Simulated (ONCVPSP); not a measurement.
**Pseudopotential generation for Mo: ONCV, PBE**

Aim: build the potential from the settings below, then test how well it stands in for the atom: other configurations, scattering, ghost states and the plane-wave cutoff that it needs.

Method: ONCVPSP 4.0.1, PBE, scalar-relativistic.

## 1. The atom and the settings

The settings as typed:

| Item | Value |
| --- | --- |
| element | molybdenum (Mo, Z = 42) |
| type | optimised norm-conserving Vanderbilt (ONCV) |
| frozen core | [Ar] 3d10 |
| valence charge | 14 |
| reference configuration | 4s2 4p6 4d4 (charge +2) |
| partial waves | 4s: rc 1.70 bohr, ncon 4, nbas 9, qcut 7.8 1/bohr, 3 projectors, debl 3.1 Ha; 4p: rc 1.55 bohr, ncon 4, nbas 8, qcut 7.7 1/bohr, 2 projectors, debl 3.2 Ha; 4d: rc 1.95 bohr, ncon 4, nbas 9, qcut 9.3 1/bohr, 3 projectors, debl 3.9 Ha |
| local potential | polynomial inside 1.45 bohr (lpopt 5, dvloc0 4 Ha) |
| core correction | polynomial model core, fcfact 0.55 |

## 2. The generation run

File Mo.dat:

```
# ATOM AND REFERENCE CONFIGURATION
# atsym  z   nc   nv     iexc    psfile
  Mo 42.00    6    3        4      upf
#
#   n    l    f
    1    0    2.00
    2    0    2.00
    2    1    6.00
    3    0    2.00
    3    1    6.00
    3    2   10.00
    4    0    2.00
    4    1    6.00
    4    2    4.00
#
# PSEUDOPOTENTIAL AND OPTIMIZATION
# lmax
    2
#
#   l,   rc,      ep,       ncon, nbas, qcut
    0    1.70    0.00    4    9    7.80
    1    1.55    0.00    4    8    7.70
    2    1.95    0.00    4    9    9.30
#
# LOCAL POTENTIAL
# lloc, lpopt,  rc(5),   dvloc0
    4    5    1.45    4.00
#
# VANDERBILT-KLEINMAN-BYLANDER PROJECTORs
# l, nproj, debl
    0    3    3.10
    1    2    3.20
    2    3    3.90
#
# MODEL CORE CHARGE
# icmod, fcfact, rcfact
    1    0.55    0.00
#
# LOG DERIVATIVE ANALYSIS
# epsh1, epsh2, depsh
   -5.00    5.00    0.04
#
# OUTPUT GRID
# rlmax, drl
    6.00    0.01
#
# TEST CONFIGURATIONS
# ncnf
    4
# nvcnf
#   n    l    f
    4
    4    0    2.00
    4    1    6.00
    4    2    5.00
    5    0    1.00
#
    3
    4    0    2.00
    4    1    6.00
    4    2    5.00
#
    3
    4    0    2.00
    4    1    6.00
    4    2    3.00
#
    4
    4    0    2.00
    4    1    6.00
    4    2    4.00
    5    0    2.00
#
```

On the command line:

```console
$ oncvpsp.x < Mo.dat > Mo.out
```

What does the calculation give? Wanted: cutoffs for 1 and 0.1 mHa per electron, occupied waves; bound ghosts; GHOST(+) flags; largest test error; largest phase difference near zero energy, channels read; rms error of d²Exc/dn², without and with the model core.

**Answer**, as computed:

```
                                                quantity                          value
  cutoffs for 1 and 0.1 mHa per electron, occupied waves                21 Ha and 26 Ha
                                            bound ghosts                     none found
                                          GHOST(+) flags                    s at 497 eV
                            largest test error (AE − PS)  +1.0 meV, for 4s2 4p6 4d5 5s1
largest phase difference near zero energy, channels read                      0.000 rad
 rms error of d²Exc/dn², without and with the model core              2.76 and 1.11 mHa
```

The worst unpolarised test, 4s2 4p6 4d5 5s1, is off by 1.0 meV on 22.4 eV; by total energies transferability rates as very good. By its cutoff, 21 Ha for the looser tolerance, it is of middling hardness. The program's ghost test flags no bound state. Near zero energy the phases of the channels with partial waves agree within 0.001 rad. The program also flags highly localised states, GHOST(+) (s). These are tests on the free atom; a crystal test is still owed.
